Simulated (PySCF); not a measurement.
# C7H4ClF3 (4-chlorobenzotrifluoride): the cost of one run

Computed with PySCF 2.14.0 and routines of our own; the level stands in each step. Atoms count from 0.

### Step 1. The system as given

15 atoms, charge 0, multiplicity 1; geometry from: GFN2-xTB.

### Step 2. Relaxing the molecule at PBE0-D3(BJ)/def2-SVP

What the job is given:

```
{"job": {"xc": "PBE0", "basis": "def2-SVP", "d3": "d3bj", "grid": 2, "kind": "geom"}, "charge": 0, "multiplicity": 1}
F      2.703529     0.079846     1.256166
C      2.204869     0.229429     0.012473
F      2.607820     1.438706    -0.406366
F      2.837125    -0.671563    -0.753064
C      0.710491     0.074908    -0.016172
C      0.147253    -1.168979    -0.270049
C     -1.227418    -1.312068    -0.269989
C     -2.029915    -0.209567    -0.011914
Cl    -3.742529    -0.388044    -0.015689
C     -1.470757     1.033733     0.249292
C     -0.095941     1.174871     0.248334
H      0.781392    -2.018268    -0.471953
H     -1.675411    -2.272165    -0.469509
H     -2.106871     1.880719     0.450313
H      0.351950     2.136433     0.446217
```

Started as:

```bash
OMP_NUM_THREADS=1 python excited_run.py task.json out
```

One launch serves the whole session: the jobs run in the order shown.

**Question.** How long does this first job take on 1 thread of Intel Xeon Platinum 8259CL at 2.50GHz, shared host, and how much memory does it need?

About 3.4 min, with a peak of 0.84 GiB.
